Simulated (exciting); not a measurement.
Here is an exciting (release sodium) calculation.

The input run_exciting.py:

```python
import subprocess
import xml.etree.ElementTree as ET
from ase.io import read
from ase.units import Bohr

atoms = read("BiS.cif")
import spglib
from ase import Atoms
cell, positions, numbers = spglib.find_primitive((atoms.cell[:], atoms.get_scaled_positions(), atoms.numbers), symprec=1e-5)
atoms = Atoms(numbers, cell=cell, scaled_positions=positions, pbc=True)
rmt = {'Bi': 2.3, 'S': 1.9}  # bohr
tasks = """
<groundstate do="fromscratch" ngridk="5 5 5" rgkmax="6.5" gmaxvr="14" lmaxapw="10" lmaxmat="10" lmaxvr="8" stype="Methfessel-Paxton 1" swidth="0.00499791" nempty="46" ValenceRelativity="iora*" epsengy="1e-05" epspot="1e-05" maxscl="60" outputlevel="normal">
  <libxc exchange="XC_GGA_X_APBE" correlation="XC_GGA_C_APBE"/>
  <spin spinorb="true"/>
</groundstate>
<properties>
  <chargedensityplot>
    <plot3d>
      <box grid="20 20 20">
        <origin coord="0 0 0"/>
        <point coord="1 0 0"/>
        <point coord="0 1 0"/>
        <point coord="0 0 1"/>
      </box>
    </plot3d>
  </chargedensityplot>
  <elfplot>
    <plot3d>
      <box grid="20 20 20">
        <origin coord="0 0 0"/>
        <point coord="1 0 0"/>
        <point coord="0 1 0"/>
        <point coord="0 0 1"/>
      </box>
    </plot3d>
  </elfplot>
  <exccplot>
    <plot3d>
      <box grid="20 20 20">
        <origin coord="0 0 0"/>
        <point coord="1 0 0"/>
        <point coord="0 1 0"/>
        <point coord="0 0 1"/>
      </box>
    </plot3d>
  </exccplot>
  <TSvdW/>
</properties>
"""

root = ET.Element("input")
ET.SubElement(root, "title").text = "BiS"
structure = ET.SubElement(root, "structure", speciespath="./", tshift="false")
crystal = ET.SubElement(structure, "crystal", scale="1.0")
for vector in atoms.cell / Bohr:
    ET.SubElement(crystal, "basevect").text = " ".join(f"{x:.12f}" for x in vector)
symbols = atoms.get_chemical_symbols()
for element in dict.fromkeys(symbols):
    species = ET.SubElement(structure, "species", speciesfile=element + ".xml", rmt=str(rmt[element]))
    for symbol, position in zip(symbols, atoms.get_scaled_positions(wrap=False)):
        if symbol == element:
            ET.SubElement(species, "atom", coord=" ".join(f"{x:.12f}" for x in position))
root.extend(ET.fromstring("<tasks>" + tasks + "</tasks>"))
ET.indent(root)
ET.ElementTree(root).write("input.xml")
subprocess.run(["exciting_smp"], check=True)
```

File BiS.cif:

```cif
data_BiS
_cell_length_a 3.83595740
_cell_length_b 3.83595740
_cell_length_c 3.83595740
_cell_angle_alpha 90.00000000
_cell_angle_beta 90.00000000
_cell_angle_gamma 90.00000000
_space_group_name_H-M_alt 'Pm-3m'
_space_group_name_Hall '-P 4 2 3'
_space_group_IT_number 221
loop_
_space_group_symop_operation_xyz
'x,y,z'
'-x,-y,-z'
'-y,x,z'
'y,-x,-z'
'-x,-y,z'
'x,y,-z'
'y,-x,z'
'-y,x,-z'
'x,-y,-z'
'-x,y,z'
'-y,-x,-z'
'y,x,z'
'-x,y,-z'
'x,-y,z'
'y,x,-z'
'-y,-x,z'
'z,x,y'
'-z,-x,-y'
'z,-y,x'
'-z,y,-x'
'z,-x,-y'
'-z,x,y'
'z,y,-x'
'-z,-y,x'
'-z,x,-y'
'z,-x,y'
'-z,-y,-x'
'z,y,x'
'-z,-x,y'
'z,x,-y'
'-z,y,x'
'z,-y,-x'
'y,z,x'
'-y,-z,-x'
'x,z,-y'
'-x,-z,y'
'-y,z,-x'
'y,-z,x'
'-x,z,y'
'x,-z,-y'
'-y,-z,x'
'y,z,-x'
'-x,-z,-y'
'x,z,y'
'y,-z,-x'
'-y,z,x'
'x,-z,y'
'-x,z,-y'
loop_
_atom_site_label
_atom_site_type_symbol
_atom_site_symmetry_multiplicity
_atom_site_Wyckoff_symbol
_atom_site_fract_x
_atom_site_fract_y
_atom_site_fract_z
_atom_site_occupancy
Bi1 Bi 1 b 0.5000000000 0.5000000000 0.5000000000 1
S1 S 1 a 0.0000000000 0.0000000000 0.0000000000 1
```

Potentials or basis: all-electron LAPW+lo, shipped species files, valence relativity iora*.

Launch:

```sh
$ OMP_NUM_THREADS=1 python run_exciting.py
```

(1) Predict the dispersion energy per atom.

(2) Estimate the density of states at the Fermi level.

Answers

(1) -0.169 eV.

(2) 4.64 states/eV per cell.

Caveat: total energies with spin-orbit coupling aren't reliable in this program, so none is listed and the log's shouldn't be used; the dispersion energy is computed afterwards and isn't part of the total energy.
